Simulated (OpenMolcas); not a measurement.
**Pt⁶⁺ among point charges: CASSCF and CASPT2 levels and susceptibility**

Aim: the splitting of the states of Pt⁶⁺ in the field of 4 point charges, its lowest levels with spin-orbit coupling and its magnetic susceptibility.

The numbers are computed with OpenMolcas 26.06 (state-averaged CASSCF and CASPT2, spin-orbit coupling by RASSI with atomic mean-field integrals), except any that are marked as measured or tabulated.

## (1) What is computed

```
Species                           : Pt⁶⁺ (platinum, Z = 78, 72 electrons)
Basis                             : ANO-RCC-VDZP [7s6p4d2f], 59 functions
Scalar Hamiltonian                : DKH2, point nucleus
Inactive shells                   : 1s 2s 2p 3s 3p 3d 4s 4p 4d 4f 5s 5p
Active space                      : 4 electrons in 5 orbitals (5d)
Some configurations of this space : 5d⁴
Orbitals                          : optimised for each spin and parity, averaged over all roots
```

Outer shells as boxes (Hund's rule):

5d4
```
5d [↑ ][↑ ][↑ ][↑ ][  ]
```

The ion sits among 4 point charges of -0.65 e arranged as a tetrahedron (Td), 2.26 Å from the ion.

The work runs as a chain of OpenMolcas steps in one folder; each step below is one input file. Labels, J, g values, rates, χT and fits are worked out afterwards by a script from the matrices that RASSI stores.

## (2) Basis and integrals

a.inp

```
&GATEWAY
Coord
1

Pt 0.0 0.0 0.0
Basis=ANO-RCC-VDZP
Group=NoSym
NoMove
AngMom=0.0 0.0 0.0
AMFI
XField
4 Angstrom 0
1.304812 1.304812 1.304812 -0.650000
1.304812 -1.304812 -1.304812 -0.650000
-1.304812 1.304812 -1.304812 -0.650000
-1.304812 -1.304812 1.304812 -0.650000
&SEWARD
```

The run is started by

```sh
OMP_NUM_THREADS=1 MOLCAS_MEM=1689 MOLCAS_PROJECT=a pymolcas a.inp > a.log
```

## (3) Reference wave functions, quintets, 5 roots

a.inp

```
&RASSCF
FileOrb=start.orb
Symmetry=1
Spin=5
nActEl=4 0 0
Inactive=34
Ras2=5
CIRoot=5 5 1
SDav=5
CIMx=300
Iter=120 100
PrWF=0.3
OrbListing=Nothing
MaxOrb=0
>>> COPY $Project.JobIph JOB001
```

start.orb holds the contracted functions of the basis, ordered by shell, or the orbitals of the step before.

## (4) Reference wave functions, triplets, 45 roots

a.inp

```
&RASSCF
FileOrb=start.orb
Symmetry=1
Spin=3
nActEl=4 0 0
Inactive=34
Ras2=5
CIRoot=45 45 1
SDav=45
CIMx=300
Iter=120 100
PrWF=0.3
OrbListing=Nothing
MaxOrb=0
>>> COPY $Project.JobIph JOB002
```

## (5) CASSCF: singlets, 50 roots

a.inp

```
&RASSCF
FileOrb=start.orb
Symmetry=1
Spin=1
nActEl=4 0 0
Inactive=34
Ras2=5
CIRoot=50 50 1
SDav=50
CIMx=300
Iter=120 100
PrWF=0.3
OrbListing=Nothing
MaxOrb=0
>>> COPY $Project.JobIph JOB003
```

## (6) State interaction with spin-orbit coupling

a.inp

```
&RASSI
NrOfJobIphs=3 5 45 50
1 2 3 4 5
1 2 3 4 5 6 7 8 9 10 11 12 13 14 15 16 17 18 19 20 21 22 23 24 25 26 27
28 29 30 31 32 33 34 35 36 37 38 39 40 41 42 43 44 45
1 2 3 4 5 6 7 8 9 10 11 12 13 14 15 16 17 18 19 20 21 22 23 24 25 26 27
28 29 30 31 32 33 34 35 36 37 38 39 40 41 42 43 44 45 46 47 48 49 50
IphNames
JOB001
JOB002
JOB003
EJob
SpinOrbit
DIPRint=1.0
SOCoupling=1000.0
Subsets=2
Property=9
'ANGMOM' 1 'ANGMOM' 2 'ANGMOM' 3 'MLTPL  1' 1 'MLTPL  1' 2 'MLTPL  1' 3
'AMFI' 1 'AMFI' 2 'AMFI' 3
SOProperty=3
'ANGMOM' 1 'ANGMOM' 2 'ANGMOM' 3
```

## (7) CASPT2: IPEA 0.25, imaginary shift 0.1 (closed shells correlated: 4f 5s 5p)

a.inp

```
>>> COPY JOB001 $Project.JobIph
&CASPT2
Multistate=5 1 2 3 4 5
NoMult
Frozen=23
IPEA=0.25
Imaginary=0.1
MaxIter=60
WThr=0.0 0.3 0.05
PrWF=0.5
NoMix
>>> COPY JOB002 $Project.JobIph
&CASPT2
Multistate=45 1 2 3 4 5 6 7 8 9 10 11 12 13 14 15 16 17 18 19 20 21 22
23 24 25 26 27 28 29 30 31 32 33 34 35 36 37 38 39 40 41 42 43 44 45
NoMult
Frozen=23
IPEA=0.25
Imaginary=0.1
MaxIter=60
WThr=0.0 0.3 0.05
PrWF=0.5
NoMix
>>> COPY JOB003 $Project.JobIph
&CASPT2
Multistate=50 1 2 3 4 5 6 7 8 9 10 11 12 13 14 15 16 17 18 19 20 21 22
23 24 25 26 27 28 29 30 31 32 33 34 35 36 37 38 39 40 41 42 43 44 45 46
47 48 49 50
NoMult
Frozen=23
IPEA=0.25
Imaginary=0.1
MaxIter=60
WThr=0.0 0.3 0.05
PrWF=0.5
NoMix
```

(Steps that only read results are left out.)

**Question.** What will these runs give? Wanted: spin-free ground state; first state of the same spin within the active space; lowest level; next level.

**Answer**, as computed:

| quantity | value |
| --- | --- |
| method | SS-CASPT2, IPEA 0.25, imaginary shift 0.1 (closed shells correlated: 4f 5s 5p) |
| spin-free ground state | 5T2, 3-fold in its orbital part |
| first state of the same spin within the active space | 5E at 509 cm⁻¹ |
| lowest level | 1-fold A1 |
| next level | 8156.3 cm⁻¹ |
| χT at 300 K | 0.03 cm³ K/mol |
| effective moment at 300 K | 0.46 μB |

Cost by method:

```tsv
method	time of its own steps	time with the reference
A. CASSCF	33 s	33 s
B. SS-CASPT2, IPEA 0.25, imaginary shift 0.1, +4f 5s 5p	23 s	56 s
```

Times are of one thread on a shared host.

**Reading.** The spin-free ground state (5T2) comes to 100 % from free-ion D terms and keeps the highest spin of the shell. χT at 300 K is 0.03, against 3.01 cm³ K/mol for the spin alone, so spin-orbit coupling lowers it. An active space of the d shell alone favours high spin; real ions in strong fields can be low spin. CASPT2 does not keep the components of a term degenerate, and the means are used. The field of point charges can differ much from that of real complexes. Point charges carry no covalency, so the field is a model and not that of real ligands.
